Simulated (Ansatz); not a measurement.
# EuZn2Si2: the cost of one run

All numbers below are computed with Ansatz 0.2.0 (DFT PBEsol, scalar-relativistic, plane waves, PAW).

1 further run of the same task is left out (set aside as unsound or not needed). Runs told in other sessions of the task aren't counted.

**1. The structure to begin with**

The cell holds 20 atoms (Eu3MgSi8Zn8): a = 5.873 Å, b = 5.873 Å, c = 10.135 Å, α = 90.00°, β = 90.00°, γ = 90.00°.

The coordinates of this cell stand in the input of its own run.

The host was relaxed before at PBEsol: a = 4.153 Å, b = 4.153 Å, c = 10.135 Å, α = 90.00°, β = 90.00°, γ = 90.00° (conventional cell), 17.481 Å³/atom.

Places, in fractions of the supercell: Mg in place of Eu at (0.000, 0.500, 0.500). The start keeps the symmetry of the ideal site.

**2. The perfect crystal in the supercell of 20 atoms**

input.yaml

```yaml
crystal:
  lattice:
    - [4.1531680025, -4.1531680025, 0.0]
    - [-4.1531680025, -4.1531680025, 0.0]
    - [0.0, 0.0, -10.1345945621]
  atoms:
    - { symbol: Eu, position: [0.0, 0.5, 0.5], spin: 7.37 }
    - { symbol: Eu, position: [0.5, 0.5, 0.0], spin: 7.37 }
    - { symbol: Eu, position: [0.5, 1.0, 0.5], spin: 7.37 }
    - { symbol: Eu, position: [0.0, 1.0, 0.0], spin: 7.37 }
    - { symbol: Si, position: [0.0, 0.5, 0.8845495037] }
    - { symbol: Si, position: [0.5, 0.5, 0.3845495037] }
    - { symbol: Si, position: [0.5, 1.0, 0.8845495037] }
    - { symbol: Si, position: [0.0, 1.0, 0.3845495037] }
    - { symbol: Si, position: [0.0, 0.5, 0.1154504963] }
    - { symbol: Si, position: [0.5, 0.5, 0.6154504963] }
    - { symbol: Si, position: [0.5, 1.0, 0.1154504963] }
    - { symbol: Si, position: [0.0, 1.0, 0.6154504963] }
    - { symbol: Zn, position: [0.25, 0.25, 0.25] }
    - { symbol: Zn, position: [0.75, 0.25, 0.75] }
    - { symbol: Zn, position: [0.75, 0.75, 0.25] }
    - { symbol: Zn, position: [0.25, 0.75, 0.75] }
    - { symbol: Zn, position: [0.75, 0.25, 0.25] }
    - { symbol: Zn, position: [0.25, 0.25, 0.75] }
    - { symbol: Zn, position: [0.25, 0.75, 0.25] }
    - { symbol: Zn, position: [0.75, 0.75, 0.75] }
basis:
  ecutwfc: 420
  xc_grid: 2
kpoints:
  mp_grid: { grid: [4, 4, 2], shift: [0.5, 0.5, 0.5] }
hamiltonian:
  xc: pbesol
scf:
  occupations: { method: gaussian, width: 0.05 }
  lower_state_search: "off"
output:
  forces: true
  stress: true
  eigenvalues: true
  populations: true
  hubbard: { sites: [{ species: Eu, l: f }] }
magnetization:
  spin_polarized: true
```

Run with:

```bash
$ ansatz run input.yaml --threads 8 --pin off --max-ram 14336MiB --backend cpu --events-out ev --progress --plain --runs-dir out
```

**Question.** How long does this run take on 8 threads of Intel Xeon Platinum 8259CL at 2.50GHz (Skylake/Cascade Lake), shared host, and how much memory does it need?

About 7 s, with a peak of 1.5 GiB.
